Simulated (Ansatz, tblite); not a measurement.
# Ti(OH)Cl3 (Cl₃HOTi): rung by rung

Aim: run the singlet of Ti(OH)Cl3 (Cl₃HOTi) at one geometry on many levels, and compare frontier levels, spin and run time.

The runs use Ansatz 0.2.0, Gaussian basis; as each input shows.

The runs, in order: GFN1-xTB, GFN2-xTB, PBE-D4/def2-TZVP, r2SCAN-D4/def2-TZVP, B97M-V/def2-TZVP, HF/def2-TZVP, B3LYP-D4/def2-TZVP, LDA/def2-TZVP, CAM-B3LYP-D4/def2-TZVP, revPBE-D4/def2-TZVP, r2SCAN0-D4/def2-TZVP, PBE-D4/def2-SVP, PBE0-D4/def2-SVP, HF/STO-3G, HF/6-31G, B3LYP-D4/6-31G, PBE0-D4/def2-TZVPD, PBE-D4/def2-TZVPD, r2SCAN-D4/def2-TZVPD, CCSD(T)/def2-TZVP, RPA/def2-TZVP.

## (1) The structure

The geometry is that of the singlet, from an earlier relaxation (r2SCAN-D4/def2-SVP).

6 atoms, charge 0, spin multiplicity 1.

Bond lengths: Ti1–O2 1.728 Å, Ti1–Cl4 2.185 Å, Ti1–Cl5 2.185 Å, Ti1–Cl6 2.185 Å, O2–H3 0.964 Å. Angles: O2–Ti1–Cl4 109.3°, O2–Ti1–Cl5 109.2°, O2–Ti1–Cl6 109.3°, Cl4–Ti1–Cl5 109.7°, Cl4–Ti1–Cl6 109.7°, Cl5–Ti1–Cl6 109.7°, Ti1–O2–H3 179.6°.

Formally the metal is d0. No spin-orbit coupling is included.

PBE0-D4/def2-TZVP was run before; its log isn't repeated, and its numbers join the tables.

## (2) GFN1-xTB

Tight binding, by tblite at 300 K electronic temperature and without a spin-polarisation term:

```python
tblite.interface.Calculator('GFN1-xTB', numbers, positions, charge=0, uhf=0).singlepoint()
```

Energy -529.4908 eV, HOMO -13.27 eV, LUMO -10.33 eV; 0.006 s.

## (3) GFN2-xTB

Tight binding, by tblite at 300 K electronic temperature and without a spin-polarisation term:

```python
tblite.interface.Calculator('GFN2-xTB', numbers, positions, charge=0, uhf=0).singlepoint()
```

Energy -545.8979 eV, HOMO -12.12 eV, LUMO -9.10 eV; 0.004 s.

## (4) PBE-D4/def2-TZVP

start.molden holds the orbitals of an earlier run on this state, given as this run's starting guess.

in.yaml

```yaml
crystal:
  periodic: [false, false, false]
  atoms:
    - {symbol: Ti, position_ang: [-0.025845, -0.049791, -0.372224]}
    - {symbol: O, position_ang: [0.093459, 0.173599, 1.337115]}
    - {symbol: H, position_ang: [0.158550, 0.304464, 2.290242]}
    - {symbol: Cl, position_ang: [1.982575, -0.144322, -1.228602]}
    - {symbol: Cl, position_ang: [-1.118832, 1.630052, -1.243656]}
    - {symbol: Cl, position_ang: [-1.089898, -1.914002, -0.782885]}
basis:
  gaussian: {orbitals: def2-TZVP, initial_orbitals: start.molden}
hamiltonian: {xc: pbe, dispersion: d4}
scf: {omitted_lower_state_checks: [starts]}
output: {orbitals: {seedname: orbitals}}
```

Command:

```sh
$ ansatz run in.yaml --threads 4 --pin off --events-out ev --progress --plain --max-ram 3916MiB
```

Further steps of the session: r2SCAN-D4/def2-TZVP; B97M-V/def2-TZVP; HF/def2-TZVP; B3LYP-D4/def2-TZVP; LDA/def2-TZVP; CAM-B3LYP-D4/def2-TZVP; revPBE-D4/def2-TZVP; r2SCAN0-D4/def2-TZVP; PBE-D4/def2-SVP; PBE0-D4/def2-SVP; HF/STO-3G; HF/6-31G; B3LYP-D4/6-31G; PBE0-D4/def2-TZVPD; PBE-D4/def2-TZVPD; r2SCAN-D4/def2-TZVPD; CCSD(T)/def2-TZVP; RPA/def2-TZVP.

**Question.** What will the summary of the whole plan be? Wanted: gap in def2-TZVP, named functionals and Hartree-Fock, smallest and largest; correlation energy, CCSD(T)/def2-TZVP; binding an atom, CCSD(T)/def2-TZVP; PBE0 total energy, smallest basis above largest.

As calculated:

| quantity | value |
| --- | --- |
| gap in def2-TZVP, named functionals and Hartree-Fock, smallest and largest | 3.79 eV (LDA), 13.26 eV (HF) |
| correlation energy, CCSD(T)/def2-TZVP | -35.02 eV |
| binding an atom, CCSD(T)/def2-TZVP | 3.735 eV |
| PBE0 total energy, smallest basis above largest | 18.59 eV (def2-SVP, def2-TZVPD) |

In words: Over the named functionals and Hartree-Fock in def2-TZVP the gap runs from 3.79 eV (LDA) to 13.26 eV (HF); exact exchange widens it. A small miss in a minimal or small basis is a cancelling of errors, not accuracy. The functionals in def2-TZVP miss CCSD(T)/def2-TZVP by +0.040 (r2SCAN0-D4) to +0.241 eV (B97M-V) an atom. CCSD(T)/def2-TZVP isn't at the basis-set limit; small misses against it rank nothing.
